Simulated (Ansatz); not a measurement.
BrH4NSn, SMILES [NH2][SnH2][Br], the energy of protonation at one site

With Ansatz 0.2.0, Python API.

The cells in order, each with its output:

**Cell 1**
```python
import ansatz as az
import numpy as np
```

**Cell 2**
```python
SETTINGS = {
    "basis": "def2-SVP",
    "xc": "pbe0",
    "charge": 1,
    "force_tol": 0.01,
}
```

**Cell 3**
```python
geometry_ang = [
    ("N", [-1.2027, 0.0819, -0.586]),
    ("Sn", [0.5161, 0.0281, 0.4498]),
    ("Br", [0.7464, -2.2665, 1.4328]),
    ("H", [-1.2054, 1.0773, -1.0561]),
    ("H", [-1.1803, -0.5842, -1.384]),
    ("H", [0.5049, 1.2418, 1.7287]),
    ("H", [1.8823, 0.3536, -0.6308]),
]
mol = az.Crystal.molecule()
for symbol, xyz in geometry_ang:
    mol = mol.atom(symbol, xyz)
```

**Cell 4**
```python
calculation = (
    mol.calculation()
    .basis(gaussian=SETTINGS["basis"])
    .functional(SETTINGS["xc"])
)
symbols = [site.symbol for site in mol.cartesian_sites]
start = np.array([site.position_ang for site in mol.cartesian_sites], dtype=float)
summary = calculation.relax(force_tolerance=0.01).run().report
end = np.array(summary["positions_ang"])
```

**Cell 5**
```python
# put the proton on the side away from the neighbours, slightly off axis
away = sum((end[0] - end[j]) / np.linalg.norm(end[0] - end[j]) for j in [1, 3, 4]) + np.array([0.15, 0.1, -0.2])
proton = end[0] + 1.0 * away / np.linalg.norm(away)
acid = az.Crystal.molecule()
for symbol, place in zip(symbols, end):
    acid = acid.atom(symbol, place.tolist())
acid = acid.atom("H", proton.tolist())
protonated = (
    acid.calculation()
    .basis(gaussian=SETTINGS["basis"])
    .functional(SETTINGS["xc"])
    .charge(SETTINGS["charge"])
    .relax(force_tolerance=SETTINGS["force_tol"], max_steps=80)
)
after = protonated.run().report
xyz = np.array(after["positions_ang"])
reach = np.linalg.norm(xyz[:-1] - xyz[-1], axis=1)
print(f"base {summary['free_energy_ev']:.5f} eV, protonated {after['free_energy_ev']:.5f} eV")
print(f"the proton ends {reach.min():.3f} A from {symbols[reach.argmin()]}{reach.argmin()}")
print(f"electronic proton affinity {96.485332 * (summary['free_energy_ev'] - after['free_energy_ev']):.1f} kJ/mol")
```
Output:
```text
base -77414.31597 eV, protonated -77424.37026 eV
the proton ends 1.027 A from N0
electronic proton affinity 970.1 kJ/mol
```

Caveats:
- Total energies depend on the basis set; only differences at equal settings carry meaning.
- The proton is put on one chosen atom, which needn't be the most basic site, so the molecule's proton affinity can be higher; the ends are stationary points, not checked by frequencies, and zero-point and thermal terms count only where printed.
- def2 sets replace the cores of elements past krypton by effective core potentials.
- Finished in 3.3 min on 1 thread of Arm Neoverse V1 (shared host), peak memory 0.3 GiB.
